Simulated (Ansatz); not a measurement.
# GaH3O: the cost of one run

Program: Ansatz 0.2.0. Level of theory: RKS PBE0/def2-SVP. These are calculated values, not measurements.

1 further run of the same task is left out (it didn't finish).

## 1. The structure to begin with

Bond lengths: Ga1–O2 1.990 Å, O2–H3 1.010 Å, Ga1–H4 1.770 Å, Ga1–H5 1.570 Å. Angles: Ga1–O2–H3 71.1°, O2–Ga1–H4 42.6°, O2–Ga1–H5 160.0°, H4–Ga1–H5 157.4°.

Coordinates:

```xyz
5

Ga    0.0000    0.0000    0.0000
O     1.2796    0.0000    1.5240
H     0.3701   -0.2814    1.8612
H     1.7552    0.0000    0.2282
H    -1.3596    0.0000   -0.7850
```

## 2. A restrained relaxation towards end A

Springs on the bonds that form and break draw the guess towards this end; the thresholds are loose.

Input file input.yaml:

```yaml
crystal:
  periodic: [false, false, false]
  atoms:
    - { symbol: Ga, position_ang: [0.0, 0.0, 0.0] }
    - { symbol: O, position_ang: [1.2796, 0.0, 1.524] }
    - { symbol: H, position_ang: [0.3701, -0.2814, 1.8612] }
    - { symbol: H, position_ang: [1.7552, 0.0, 0.2282] }
    - { symbol: H, position_ang: [-1.3596, 0.0, -0.785] }
basis:
  gaussian: { orbitals: def2-SVP }
hamiltonian:
  xc: pbe0
relax:
  f_tol: 0.15
  max_steps: 25
  restrain:
    - { distance: [1, 3], at: 2.21, k: 30.0 }
    - { distance: [0, 1], at: 1.79, k: 30.0 }
    - { distance: [0, 3], at: 1.57, k: 30.0 }
output:
  orbitals: {}
```

Run with:

```bash
> ansatz run input.yaml --threads 1 --pin off --max-ram 2048MiB --backend cpu --events-out ev --progress --plain --runs-dir out
```

Q: Estimate wall time and peak memory on 1 thread of AMD EPYC 7R43 (Zen 3), shared host.

About 17 s, with a peak of 0.13 GiB.
